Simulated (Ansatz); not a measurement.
**CH3BFNO: small, medium and large basis sets**

How large a basis does CH3BFNO need? Two functionals are run in growing sets.

The runs use Ansatz 0.2.0, Gaussian basis; one geometry, several basis sets.

Levels to be run: PBE0-D4/def2-SVP; ωB97M-V/def2-SVP; PBE0-D4/def2-QZVPP; ωB97M-V/def2-QZVPP; the functionals' def2-TZVPP values are taken from earlier runs.

**1. The geometry**

An earlier PBE0-D4 in a triple-zeta def2 set relaxation fixed the geometry.

8 atoms, charge 0, spin multiplicity 1.

Atoms are counted from 1 here; the program's logs count them from 0.

Bond lengths: N1–C2 1.313 Å, N1–H6 1.007 Å, N1–H7 1.008 Å, C2–B4 1.559 Å, C2–H8 1.086 Å, O3–B4 1.279 Å, B4–F5 1.336 Å. Angles: C2–N1–H6 120.6°, C2–N1–H7 122.1°, H6–N1–H7 116.3°, N1–C2–B4 126.0°, N1–C2–H8 114.3°, B4–C2–H8 117.4°, C2–B4–O3 92.5°, C2–B4–F5 130.9°, O3–B4–F5 136.5°.

**2. PBE0-D4 in def2-SVP**

Input file in.yaml:

```yaml
crystal:
  periodic: [false, false, false]
  atoms:
    - {symbol: N, position_ang: [0.326722, 0.440546, 1.112636]}
    - {symbol: C, position_ang: [-0.216423, -0.375565, 0.239001]}
    - {symbol: O, position_ang: [-0.978011, 0.379009, -1.519141]}
    - {symbol: B, position_ang: [0.035801, -0.369169, -1.299865]}
    - {symbol: F, position_ang: [1.014421, -0.912926, -2.028328]}
    - {symbol: H, position_ang: [1.164077, 0.952065, 0.885412]}
    - {symbol: H, position_ang: [-0.149863, 0.715946, 1.956744]}
    - {symbol: H, position_ang: [-1.104424, -0.887107, 0.597641]}
basis:
  gaussian: {orbitals: def2-SVP}
hamiltonian: {xc: pbe0, dispersion: d4}
output: {orbitals: {seedname: orbitals}}
```

Launch:

```console
$ ansatz run in.yaml --threads 2 --pin off --events-out ev --progress --plain --max-ram 4352MiB
```

After this run come: ωB97M-V in def2-SVP; PBE0-D4 in def2-QZVPP; ωB97M-V in def2-QZVPP.

Before running them: what should the planned runs give, taken together? Wanted: PBE0-D4: double and triple zeta above quadruple; ωB97M-V: double and triple zeta above quadruple.

The runs gave:

| quantity | value |
| --- | --- |
| PBE0-D4: double and triple zeta above quadruple | 9.88, 0.44 eV |
| ωB97M-V: double and triple zeta above quadruple | 10.11, 0.42 eV |

In words: PBE0-D4 gains 9.44 eV from double to triple zeta, then 0.44 eV more. These are total energies; as a rule much of such shifts cancels in differences, which this series doesn't test. The LUMO of ωB97M-V is positive and keeps falling with the basis (1.34 to 0.79 eV): an unbound level that the basis holds in place.
